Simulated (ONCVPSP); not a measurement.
**Pseudopotential generation for Al: ONCV, PBE**

Do these settings give a usable potential? It is generated, then checked for transferability, scattering, ghosts and hardness.

The numbers are computed with ONCVPSP 4.0.1 (PBE, scalar-relativistic, spin-unpolarised reference atom).

## (1) The atom and the settings

Typed settings, in words:

| Quantity | Value |
| --- | --- |
| element | aluminium (Al, Z = 13) |
| type | optimised norm-conserving Vanderbilt (ONCV) |
| frozen core | [Ne] |
| valence charge | 3 |
| reference configuration | 3s2 (charge +1) |
| partial waves | 3s: rc 2.20 bohr, ncon 5, nbas 9, qcut 3.2 1/bohr, 2 projectors, debl 3.7 Ha; p scattering state at 0.08 Ha: rc 1.95 bohr, ncon 4, nbas 8, qcut 4 1/bohr, 2 projectors, debl 3.3 Ha |
| local potential | polynomial inside 1.80 bohr (lpopt 5, dvloc0 0 Ha) |
| core correction | not asked for |

The nodes and maxima of the atom's own shells, from an earlier all-electron run, set the scale for the radii.

All-electron outer shells of the reference configuration (PBE, scalar-relativistic, ld1.x):

```json
{"shell": "2p", "level (eV)": "-77.99", "outermost node (bohr)": "–", "outermost maximum (bohr)": "0.43"}
{"shell": "3s", "level (eV)": "-14.81", "outermost node (bohr)": "0.80", "outermost maximum (bohr)": "2.01"}
{"shell": "3p", "level (eV)": "-9.05", "outermost node (bohr)": "0.81", "outermost maximum (bohr)": "2.39"}
```

## (2) The generation run

Al.dat reads:

```
# ATOM AND REFERENCE CONFIGURATION
# atsym  z   nc   nv     iexc    psfile
  Al 13.00    3    1        4      upf
#
#   n    l    f
    1    0    2.00
    2    0    2.00
    2    1    6.00
    3    0    2.00
#
# PSEUDOPOTENTIAL AND OPTIMIZATION
# lmax
    1
#
#   l,   rc,      ep,       ncon, nbas, qcut
    0    2.20    0.00    5    9    3.20
    1    1.95    0.08    4    8    4.00
#
# LOCAL POTENTIAL
# lloc, lpopt,  rc(5),   dvloc0
    4    5    1.80    0.00
#
# VANDERBILT-KLEINMAN-BYLANDER PROJECTORs
# l, nproj, debl
    0    2    3.70
    1    2    3.30
#
# MODEL CORE CHARGE
# icmod, fcfact, rcfact
    0    0.00    0.00
#
# LOG DERIVATIVE ANALYSIS
# epsh1, epsh2, depsh
   -2.00    5.00    0.02
#
# OUTPUT GRID
# rlmax, drl
    6.00    0.01
#
# TEST CONFIGURATIONS
# ncnf
    4
# nvcnf
#   n    l    f
    2
    3    0    2.00
    3    1    1.00
#
    1
    3    0    1.00
#
    2
    3    0    2.00
    3    1    0.50
#
    2
    3    0    1.00
    3    1    1.00
#
```

Started as:

```sh
oncvpsp.x < Al.dat > Al.out
```

Q: Predict the outcome of this session. Wanted: cutoffs for 1 and 0.1 mHa per electron, occupied waves; bound ghosts; GHOST(+) flags; largest test error; largest phase difference near zero energy, channels read; projector energies reset by the program.

The runs gave:

| quantity | value |
| --- | --- |
| cutoffs for 1 and 0.1 mHa per electron, occupied waves | 5.6 Ha and 33 Ha |
| bound ghosts | none found |
| GHOST(+) flags | s at 145 eV |
| largest test error (AE − PS) | +25 meV, for 3s1 |
| largest phase difference near zero energy, channels read | 0.004 rad |
| projector energies reset by the program | p: 0.050, 3.350 Ha |

In words: By total energies transferability is good: the largest error is 25 meV on 19.2 eV, for 3s1. By its cutoff, 5.6 Ha for the looser tolerance, it is soft on the atom at that tolerance. The tighter tolerance needs 33 Ha, and converged work needs a cutoff nearer that. No bound ghost shows below the valence levels. Near zero energy the phases of the channels with partial waves agree within 0.004 rad. The program also flags highly localised states, GHOST(+) (s). These are tests on the free atom; a crystal test is still owed.
